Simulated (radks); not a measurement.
# Ionising samarium step by step, Sm²¹⁺ to Sm⁴¹⁺

Aim: the successive ionisation energies of samarium, each ion in the ground configuration that NIST lists, set against the tabulated values. Each value is a difference of total energies (Δ-SCF).

Method: scalar-relativistic Kohn-Sham, exchange-only LDA, spin-polarised, spherical densities, point nucleus; open shells are filled with parallel spins first. Code: radks (a radial shooting solver on a logarithmic mesh, Libxc functionals) version 1.

## 1. What is computed

```
element             : samarium (Z = 62)
charges             : 21 to 41
first configuration : [Kr] 4d5
last configuration  : [Ar] 3d3
```

The outer shells:

Sm²¹⁺
```
[Kr] core
4d [↑ ][↑ ][↑ ][↑ ][↑ ]
```

Sm⁴¹⁺
```
[Ar] core
3d [↑ ][↑ ][↑ ][  ][  ]
```

## 2. Sm²¹⁺, [Kr] 4d5

Input:

```text
Z 62
configuration [Kr] 4d5
relativity scalar-relativistic
functional lda,
spin polarised
nucleus point
c 137.035999084
```

## 3. Sm²²⁺, [Kr] 4d4

Input:

```text
Z 62
configuration [Kr] 4d4
relativity scalar-relativistic
functional lda,
spin polarised
nucleus point
c 137.035999084
```

## 4. Sm²³⁺, [Kr] 4d3

Input:

```text
Z 62
configuration [Kr] 4d3
relativity scalar-relativistic
functional lda,
spin polarised
nucleus point
c 137.035999084
```

## 5. Sm²⁴⁺, [Kr] 4d2

Input:

```text
Z 62
configuration [Kr] 4d2
relativity scalar-relativistic
functional lda,
spin polarised
nucleus point
c 137.035999084
```

## 6. Sm²⁵⁺, [Kr] 4d1

Input:

```text
Z 62
configuration [Kr] 4d1 5s0 5p0
relativity scalar-relativistic
functional lda,
spin polarised
nucleus point
c 137.035999084
```

## 7. Sm²⁶⁺, [Kr]

Input:

```text
Z 62
configuration [Kr]
relativity scalar-relativistic
functional lda,
spin polarised
nucleus point
c 137.035999084
```

## 8. Sm²⁷⁺, [Ar] 3d10 4s2 4p5

Input:

```text
Z 62
configuration [Ar] 3d10 4s2 4p5
relativity scalar-relativistic
functional lda,
spin polarised
nucleus point
c 137.035999084
```

## 9. Sm²⁸⁺, [Ar] 3d10 4s2 4p4

Input:

```text
Z 62
configuration [Ar] 3d10 4s2 4p4
relativity scalar-relativistic
functional lda,
spin polarised
nucleus point
c 137.035999084
```

## 10. Sm²⁹⁺, [Ar] 3d10 4s2 4p3

Input:

```text
Z 62
configuration [Ar] 3d10 4s2 4p3 5s0 4d0
relativity scalar-relativistic
functional lda,
spin polarised
nucleus point
c 137.035999084
```

## 11. Sm³⁰⁺, [Ar] 3d10 4s2 4p2

Input:

```text
Z 62
configuration [Ar] 3d10 4s2 4p2
relativity scalar-relativistic
functional lda,
spin polarised
nucleus point
c 137.035999084
```

## 12. Sm³¹⁺, [Ar] 3d10 4s2 4p1

Input:

```text
Z 62
configuration [Ar] 3d10 4s2 4p1
relativity scalar-relativistic
functional lda,
spin polarised
nucleus point
c 137.035999084
```

## 13. Sm³²⁺, [Ar] 3d10 4s2

Input:

```text
Z 62
configuration [Ar] 3d10 4s2
relativity scalar-relativistic
functional lda,
spin polarised
nucleus point
c 137.035999084
```

## 14. Sm³³⁺, [Ar] 3d10 4s1

Input:

```text
Z 62
configuration [Ar] 3d10 4s1
relativity scalar-relativistic
functional lda,
spin polarised
nucleus point
c 137.035999084
```

## 15. Sm³⁴⁺, [Ar] 3d10

Input:

```text
Z 62
configuration [Ar] 3d10
relativity scalar-relativistic
functional lda,
spin polarised
nucleus point
c 137.035999084
```

## 16. Sm³⁵⁺, [Ar] 3d9

Input:

```text
Z 62
configuration [Ar] 3d9
relativity scalar-relativistic
functional lda,
spin polarised
nucleus point
c 137.035999084
```

## 17. Sm³⁶⁺, [Ar] 3d8

Input:

```text
Z 62
configuration [Ar] 3d8
relativity scalar-relativistic
functional lda,
spin polarised
nucleus point
c 137.035999084
```

## 18. Sm³⁷⁺, [Ar] 3d7

Input:

```text
Z 62
configuration [Ar] 3d7
relativity scalar-relativistic
functional lda,
spin polarised
nucleus point
c 137.035999084
```

## 19. Sm³⁸⁺, [Ar] 3d6

Input:

```text
Z 62
configuration [Ar] 3d6 4s0 4p0
relativity scalar-relativistic
functional lda,
spin polarised
nucleus point
c 137.035999084
```

## 20. Sm³⁹⁺, [Ar] 3d5

Input:

```text
Z 62
configuration [Ar] 3d5
relativity scalar-relativistic
functional lda,
spin polarised
nucleus point
c 137.035999084
```

## 21. Sm⁴⁰⁺, [Ar] 3d4

Input:

```text
Z 62
configuration [Ar] 3d4 4s0 4p0
relativity scalar-relativistic
functional lda,
spin polarised
nucleus point
c 137.035999084
```

## 22. Sm⁴¹⁺, [Ar] 3d3

Input:

```text
Z 62
configuration [Ar] 3d3
relativity scalar-relativistic
functional lda,
spin polarised
nucleus point
c 137.035999084
```

Before running it: what results should come out? Wanted: for each run, species; configuration; Δ-SCF; −ε(HOMO); NIST; error.

As calculated:

```csv
species,configuration,Δ-SCF (eV),−ε(HOMO) (eV),NIST (eV),error (%)
Sm²¹⁺,[Kr] 4d5,662.55,643.87,658 (theory),+0.7
Sm²²⁺,[Kr] 4d4,700.75,681.81,702 (theory),-0.2
Sm²³⁺,[Kr] 4d3,739.46,720.28,742 (theory),-0.3
Sm²⁴⁺,[Kr] 4d2,778.64,759.24,782 (theory),-0.4
Sm²⁵⁺,[Kr] 4d1,818.24,798.65,822 (theory),-0.5
Sm²⁶⁺,[Kr],985.75,965.99,976 (theory),+1.0
Sm²⁷⁺,[Ar] 3d10 4s2 4p5,1026.1,1006.4,1016 (theory),+1.0
Sm²⁸⁺,[Ar] 3d10 4s2 4p4,1066.1,1046.7,1060 (theory),+0.6
Sm²⁹⁺,[Ar] 3d10 4s2 4p3,1118.2,1097.6,1103 (theory),+1.4
Sm³⁰⁺,[Ar] 3d10 4s2 4p2,1160.0,1139.6,1180 (theory),-1.7
Sm³¹⁺,[Ar] 3d10 4s2 4p1,1201.5,1181.3,1226 (theory),-2.0
Sm³²⁺,[Ar] 3d10 4s2,1338.0,1318.6,1332 (theory),+0.5
Sm³³⁺,[Ar] 3d10 4s1,1385.6,1365.9,1381.6 (semi-emp.),+0.3
Sm³⁴⁺,[Ar] 3d10,2378.8,2330.9,2371 (theory),+0.3
Sm³⁵⁺,[Ar] 3d9,2477.2,2428.8,2466 (theory),+0.5
Sm³⁶⁺,[Ar] 3d8,2576.7,2527.8,2569 (theory),+0.3
Sm³⁷⁺,[Ar] 3d7,2677.3,2627.9,2676 (theory),+0.0
Sm³⁸⁺,[Ar] 3d6,2778.7,2728.9,2782 (theory),-0.1
Sm³⁹⁺,[Ar] 3d5,2911.0,2859.2,2887 (theory),+0.8
Sm⁴⁰⁺,[Ar] 3d4,3017.5,2965.1,3028 (theory),-0.3
```

What this shows: Reference values: NIST Atomic Spectra Database (exp. measured, semi-emp. semi-empirical, theory a theoretical value adopted there). The steepest step, after dividing by the final charge, comes at Sm³⁴⁺ in [Ar] 3d10, where the value goes from 1385.6 to 2378.8 eV. There the highest level belongs to another shell. Minus the highest eigenvalue gives 97 to 99 % of the Δ-SCF value along the ladder. Open shells are spherical and high-spin; term and fine-structure splittings are not resolved. Spin-orbit splitting is averaged out at the scalar-relativistic level.
